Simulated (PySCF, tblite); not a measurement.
**C8H13P: geometry, infrared bands and NMR shifts**

What infrared bands and NMR shifts should C8H13P (`C#CPC1CCCCC1`) show?

Programs: tblite 0.8.0 and PySCF 2.14.0, with density-fitted response routines of our own. Each step states its level of theory. These are calculated values for one molecule in the gas phase, unless marked as measured. Atoms are numbered from 0 throughout.

### 1 The molecule as given

22 atoms, charge 0, multiplicity 1; geometry from: force field or distance geometry start.

Bonds of the start (Å): C0–C1 1.21, C1–P2 1.76, P2–C3 1.81, C3–C4 1.54, C4–C5 1.54, C5–C6 1.49, C6–C7 1.47, C7–C8 1.49, C8–C3 1.51, C0–H9 1.05, P2–H10 1.45, C3–H11 1.12, C4–H12 1.12, C4–H13 1.10, C5–H14 1.12, C5–H15 1.11, C6–H16 1.13, C6–H17 1.12, C7–H18 1.13, C7–H19 1.12, C8–H20 1.09, C8–H21 1.11.

### 2 Relaxing the molecule with GFN2-xTB

What the job is given:

```
{"job": {"kind": "relax", "xc": "GFN2-xTB", "basis": "xTB"}, "charge": 0, "multiplicity": 1}
C      4.250600    -0.598700     0.144100
C      3.341900     0.068100    -0.299000
P      2.020300     1.056200    -0.921900
C      0.346200     0.560400    -0.451000
C      0.112800     0.327600     1.050800
C     -1.388400     0.622300     1.192500
C     -2.198000    -0.372200     0.428300
C     -1.635100    -0.896700    -0.821700
C     -0.188100    -0.697900    -1.093700
H      5.031900    -1.178700     0.550000
H      2.278400     2.486100    -0.883100
H     -0.373800     1.365100    -0.751600
H      0.204700    -0.770500     1.261800
H      0.736300     0.959200     1.692200
H     -1.527100     1.605200     0.668900
H     -1.671200     0.768700     2.256600
H     -2.503700    -1.168700     1.171300
H     -3.167600     0.133400     0.179900
H     -2.206700    -0.486300    -1.706900
H     -1.826200    -1.997100    -0.873500
H      0.003000    -0.618700    -2.168200
H      0.349500    -1.548300    -0.626800
```

The run is started by

```
OMP_NUM_THREADS=1 python probes_run.py task.json out
```

The driver reads the jobs from task.json and runs them one after another.

**Question.** This job is followed by: GFN2-xTB harmonic vibrations, gas phase; GIAO PBE0/pcSseg-1 NMR shielding, non-relativistic, gas phase. What will the session give for the following? strongest single infrared mode (GFN2-xTB); zero-point energy (GFN2-xTB); ¹³C shifts against TMS (PBE0/pcSseg-1, means over atoms taken as alike); ¹H shifts against TMS (PBE0/pcSseg-1, means over atoms taken as alike); ³¹P shifts against H3PO4 (PBE0/pcSseg-1); surface potential, 1st and 99th percentile.

The runs gave:

| quantity | value |
| --- | --- |
| strongest single infrared mode (GFN2-xTB) | 2982 cm⁻¹, 147 km/mol |
| zero-point energy (GFN2-xTB) | 116.6 kcal/mol |
| ¹³C shifts against TMS (PBE0/pcSseg-1, means over atoms taken as alike) | 102.9, 84.5, 38.1, 35.8, 31.7, 29.4 ppm |
| ¹H shifts against TMS (PBE0/pcSseg-1, means over atoms taken as alike) | 4.11, 2.28, 1.90, 1.89, 1.82, 1.72, 1.30, 1.29, 1.18 ppm |
| ³¹P shifts against H3PO4 (PBE0/pcSseg-1) | -97.4 ppm |
| surface potential, 1st and 99th percentile | -0.90 V and 1.29 V |

What this shows: Over 140 steps the energy fell by 2.282 eV; of the close pairs, P2–C3 changed most, 1.808 to 1.877 Å. All 60 modes are real, so the xTB geometry is a minimum. Unscaled tight-binding wavenumbers are off by several per cent, some by more. Its intensities can rank the bands wrongly. At PBE0/pcSseg-1: Shielding is most anisotropic at C1 (span 293 ppm, paramagnetic term -167 ppm).
